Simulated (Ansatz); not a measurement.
# 2 structures of ZnHg3: a ranking of polymorphs by energy

Computed with Ansatz 0.2.0, Python API.

Input file `znhg3_pm_3m.vasp`:
```text
ZnHg3
1.0
   4.56323100    0.00000000    0.00000000
   0.00000000    4.56323100    0.00000000
   0.00000000    0.00000000    4.56323100
Zn Hg
1 3
Direct
   0.50000000    0.50000000    0.50000000
   0.50000000    0.00000000    0.00000000
   0.00000000    0.50000000    0.00000000
   0.00000000    0.00000000    0.50000000
```

`znhg3_fm_3m.vasp`
```text
ZnHg3
1.0
   0.00000000    3.70850600    3.70850600
   3.70850600    0.00000000    3.70850600
   3.70850600    3.70850600    0.00000000
Zn Hg
1 3
Direct
   0.00000000    0.00000000    0.00000000
   0.25000000    0.25000000    0.25000000
   0.75000000    0.75000000    0.75000000
   0.50000000    0.50000000    0.50000000
```

Notebook, run cell by cell (the value of a cell's last expression is shown):

**Cell 1**
```python
import warnings

import ansatz
from ase.io import read
import numpy as np
import spglib
from tabulate import tabulate
```

**Cell 2**
```python
config = {
    'xc': 'lda',
    'kspacing': 0.3,
    'occupations': 'cold',
    'smearing_width': 0.1,
}
```

**Cell 3**
```python
def ground_state(name, crystal):
    calc = crystal.calculation()
    calc = calc.functional(config['xc']).basis(38 * ansatz.Ry)
    calc = calc.kpoints(spacing=config['kspacing'])
    calc = calc.occupations(config['occupations'], width=config['smearing_width'])
    calc = calc.stress()
    calc = calc.band_table()
    calc = calc.relax(force_tolerance=0.03, max_steps=40, cell=True)
    return calc.run(threads=1, pin='off')


def space_group(outcome):
    sites = outcome.report['lattice']['sites']
    kinds = sorted({site['symbol'] for site in sites})
    cell = (outcome.lattice.cell_ang, [site['position_frac'] for site in sites], [kinds.index(site['symbol']) for site in sites])
    return spglib.get_spacegroup(cell, symprec=0.01)
```

**Cell 4**
```python
def volume_per_atom(outcome):
    return abs(np.linalg.det(outcome.lattice.cell_ang)) / len(outcome.lattice.sites)
```

**Cell 5**
```python
warnings.simplefilter('ignore', ansatz.DeckWarning)
```

**Cell 6**
```python
phases = {}
atoms = read('znhg3_pm_3m.vasp', format='vasp')
pm_3m = ansatz.Crystal.from_ase(atoms)
phases['Pm-3m'] = pm_3m
atoms = read('znhg3_fm_3m.vasp', format='vasp')
fm_3m = ansatz.Crystal.from_ase(atoms)
phases['Fm-3m'] = fm_3m
```

**Cell 7**
```python
done = {}
for name, crystal in phases.items():
    try:
        done[name] = ground_state(name, crystal)
    except ansatz.NonConvergedError as error:
        print(name, 'did not converge:', str(error)[:120])
```

**Cell 8**
```python
energy = {name: o.report['energy_sigma0_ev'] / len(o.lattice.sites) for name, o in done.items()}
lowest = min(energy.values())
rows = [(name, len(o.lattice.sites), 1000 * (energy[name] - lowest), space_group(o), volume_per_atom(o)) for name, o in done.items()]
rows.sort(key=lambda row: row[2])
print(tabulate(rows, headers=['phase', 'atoms', 'dE (meV/atom)', 'space group', 'V (A^3/atom)'], floatfmt='.4f', tablefmt='github'))
print('lowest in energy:', rows[0][0])
```
Output:
```text
| phase   |   atoms |   dE (meV/atom) | space group   |   V (A^3/atom) |
|---------|---------|-----------------|---------------|----------------|
| Pm-3m   |       4 |          0.0000 | Pm-3m (221)   |        19.9105 |
| Fm-3m   |       4 |         45.8446 | Fm-3m (225)   |        20.7364 |
lowest in energy: Pm-3m
```

By space group at the end of each run: Pm-3m (+0 meV an atom, 19.9 Å³) and Fm-3m (+46 meV an atom, 20.7 Å³).

For the metals among these phases the mesh is modest: differences between phases can be off by up to 40 meV an atom. Spin-orbit coupling, which matters for elements this heavy, is left out. The cells come from databases of deposited and of computed structures, and not all need be stable phases. The ranking holds among these structures alone, at zero temperature; the ground state may be another structure. Differences under about 40 meV an atom lie within the error of mesh and functional. Finished in 45 s on 1 thread of Arm Neoverse V1 (shared host), peak memory 0.52 GiB.

(Lines on the test bed's own set-up are left out of the output.)
